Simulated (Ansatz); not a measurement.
# In28Ga4P28As4: the cost of one run

All numbers are computed with Ansatz 0.2.0 (PAW, plane waves).

## 1. The starting cell

64 atoms (28 In, 4 Ga, 28 P, 4 As); a = 11.704 Å, b = 11.704 Å, c = 11.704 Å, α = 90.00°, β = 90.00°, γ = 90.00°. All atoms were shaken off their sites by about 0.02 Å along each axis.

Plan of the steps: (2) PBEsol cell relaxation at the single k point (¼, ¼, ¼), on 1 × NVIDIA H100 80GB HBM3 with 2 threads of AMD EPYC 7R13; (3) HSE06 single point at the Γ point alone, on 1 × NVIDIA H100 80GB HBM3 with 2 threads of AMD EPYC 7R13.

## 2. PBEsol relaxation of the cell and the positions

File in.yaml:

```yaml
crystal:
  lattice:
    - [11.703698, 0.000000, 0.000000]
    - [0.000000, 11.703698, 0.000000]
    - [0.000000, 0.000000, 11.703698]
  atoms:
    - { symbol: In, position: [0.999442, 0.999584, 0.996839] }
    - { symbol: In, position: [0.000086, 0.001618, 0.498421] }
    - { symbol: In, position: [0.997698, 0.502325, 0.000013] }
    - { symbol: In, position: [0.997269, 0.498454, 0.500457] }
    - { symbol: In, position: [0.501245, 0.999774, 0.999440] }
    - { symbol: In, position: [0.501098, 0.502459, 0.999352] }
    - { symbol: In, position: [0.500745, 0.496600, 0.500747] }
    - { symbol: In, position: [0.248740, 0.248718, 0.996576] }
    - { symbol: In, position: [0.247675, 0.749843, 0.000371] }
    - { symbol: In, position: [0.250689, 0.748552, 0.502361] }
    - { symbol: In, position: [0.750945, 0.248710, 0.000511] }
    - { symbol: In, position: [0.749642, 0.249887, 0.502127] }
    - { symbol: In, position: [0.750814, 0.750102, 0.999181] }
    - { symbol: In, position: [0.749061, 0.747102, 0.498025] }
    - { symbol: In, position: [0.248256, 0.000172, 0.249324] }
    - { symbol: In, position: [0.250863, 0.003228, 0.750675] }
    - { symbol: In, position: [0.252918, 0.502762, 0.249611] }
    - { symbol: In, position: [0.251268, 0.502580, 0.748681] }
    - { symbol: In, position: [0.752889, 0.003095, 0.251655] }
    - { symbol: In, position: [0.752839, 0.001432, 0.750961] }
    - { symbol: In, position: [0.748799, 0.497593, 0.248546] }
    - { symbol: In, position: [0.745285, 0.498400, 0.751471] }
    - { symbol: In, position: [0.998187, 0.249626, 0.750123] }
    - { symbol: In, position: [0.997655, 0.749167, 0.247105] }
    - { symbol: In, position: [0.999084, 0.749141, 0.747941] }
    - { symbol: In, position: [0.499317, 0.252611, 0.246893] }
    - { symbol: In, position: [0.502033, 0.250924, 0.750360] }
    - { symbol: In, position: [0.503666, 0.749778, 0.248399] }
    - { symbol: Ga, position: [0.498237, 0.998119, 0.502074] }
    - { symbol: Ga, position: [0.252610, 0.248296, 0.496781] }
    - { symbol: Ga, position: [0.000651, 0.247499, 0.250507] }
    - { symbol: Ga, position: [0.499434, 0.753262, 0.752959] }
    - { symbol: P, position: [0.125055, 0.123718, 0.124487] }
    - { symbol: P, position: [0.125131, 0.121910, 0.625888] }
    - { symbol: P, position: [0.123108, 0.622974, 0.125865] }
    - { symbol: P, position: [0.124658, 0.627240, 0.628018] }
    - { symbol: P, position: [0.626271, 0.120953, 0.123443] }
    - { symbol: P, position: [0.626249, 0.121796, 0.624582] }
    - { symbol: P, position: [0.623759, 0.625470, 0.624590] }
    - { symbol: P, position: [0.374876, 0.374417, 0.125754] }
    - { symbol: P, position: [0.374623, 0.375583, 0.623855] }
    - { symbol: P, position: [0.371095, 0.875229, 0.623614] }
    - { symbol: P, position: [0.874272, 0.375745, 0.125998] }
    - { symbol: P, position: [0.872048, 0.376215, 0.626569] }
    - { symbol: P, position: [0.874089, 0.875228, 0.625542] }
    - { symbol: P, position: [0.372961, 0.123468, 0.874710] }
    - { symbol: P, position: [0.378438, 0.626102, 0.374818] }
    - { symbol: P, position: [0.373711, 0.626464, 0.871971] }
    - { symbol: P, position: [0.875733, 0.124365, 0.374770] }
    - { symbol: P, position: [0.878406, 0.128311, 0.874542] }
    - { symbol: P, position: [0.875243, 0.624016, 0.375831] }
    - { symbol: P, position: [0.874112, 0.624962, 0.874622] }
    - { symbol: P, position: [0.124156, 0.375836, 0.374345] }
    - { symbol: P, position: [0.124425, 0.378148, 0.877239] }
    - { symbol: P, position: [0.123478, 0.875288, 0.375332] }
    - { symbol: P, position: [0.128020, 0.875389, 0.875583] }
    - { symbol: P, position: [0.623893, 0.374982, 0.374648] }
    - { symbol: P, position: [0.624605, 0.372029, 0.874402] }
    - { symbol: P, position: [0.623477, 0.877397, 0.375064] }
    - { symbol: P, position: [0.626440, 0.873068, 0.876335] }
    - { symbol: As, position: [0.625315, 0.626105, 0.123729] }
    - { symbol: As, position: [0.377318, 0.877946, 0.125599] }
    - { symbol: As, position: [0.872808, 0.874654, 0.123149] }
    - { symbol: As, position: [0.374790, 0.124446, 0.375591] }
  symmetry: { detect: false }
kpoints:
  mp_grid: { grid: [1, 1, 1], shift: [0.25, 0.25, 0.25] }
hamiltonian:
  xc: pbesol
scf:
  occupations: { method: fermi_dirac, width: 0.01 }
relax:
  f_tol: 0.03
  max_steps: 80
  escape_saddle: false
  adjacent_minimum: "off"
  cell: { fix: [shape] }
output:
  forces: true
  eigenvalues: true
  populations: true
```

On the command line:

```
ansatz run in.yaml --threads 2 --pin off --max-ram 61750MiB --runs-dir r --events-out ev --progress --plain --backend cuda --devices 0, --max-vram 37GiB
```

What time and memory should one allow on 1 × NVIDIA H100 80GB HBM3 with 2 threads of AMD EPYC 7R13, shared host?

About 31 s, with a peak of 1.6 GiB on the host.
